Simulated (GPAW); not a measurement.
HfMoC2:

```
Hf Mo C
1.0
     3.19142    0.00000    0.00000
     0.00000    3.19142    0.00000
     0.00000    0.00000    4.48516
Hf Mo C
1 1 2
Direct
  0.00000 0.00000 0.00000
  0.50000 0.50000 0.50000
  0.50000 0.50000 0.00000
  0.00000 0.00000 0.50000
```

The cell comes from a database or a generator and needn't be the stable form of this composition.

Base run:

| Quantity | Value |
| --- | --- |
| Program | GPAW 26.7.0 |
| Functional | r2SCAN |
| Potentials or basis | GPAW PAW data sets (gpaw-data 1.2.1) |
| Cutoff | 800 eV |
| Basis | pw |
| k mesh | 7 × 7 × 5 |
| Occupations | fermi-dirac, width 0.05 eV |
| Spin | no spin polarisation |

Its results: pressure -1.8 GPa.

Question: The run is repeated on the same cell with these changes: functional from r2SCAN to PBE. What comes out?

Answer: Pressure -0.4 GPa.

Caveats: the PAW data sets were made with another functional, which shifts forces and pressure a little (some runs).
